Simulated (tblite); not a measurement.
# F3Ge2H3O: the cost of one run

Computed with tblite 0.8.0 and PySCF 2.14.0; each step states its level. No surroundings beyond the atoms listed, unless a continuum is named. Atoms count from 0, parts from 1.

## 1. The system as given

9 atoms, charge 0, multiplicity 1; geometry: distance geometry start.

## 2. Relaxing the cluster with GFN2-xTB

Job settings and geometry (Å):

```
{"job": {"kind": "relax", "xc": "GFN2-xTB", "basis": "xTB"}, "charge": 0, "multiplicity": 1}
Ge     1.438877    -0.186390     0.017702
O     -0.071924    -0.247466     0.884347
Ge    -1.515102     0.162493    -0.063484
F      1.501609    -1.212796    -1.407877
F      2.711352    -0.755163     1.115603
F      1.884615     1.417146    -0.507523
H     -1.749669    -0.881516    -1.179653
H     -2.756748     0.072361     0.825681
H     -1.437972     1.555141    -0.709417
```

With the program's defaults for keys left out, this is: GFN2-xTB geometry optimisation, gas phase.

The run is started by

```sh
$ OMP_NUM_THREADS=1 python cluster_run.py task.json out
```

The driver reads the jobs from task.json and runs them one after another.

**Question.** How long does this first job take on 1 thread of Intel Xeon Platinum 8259CL at 2.50GHz, shared host?

About 1.2 s.
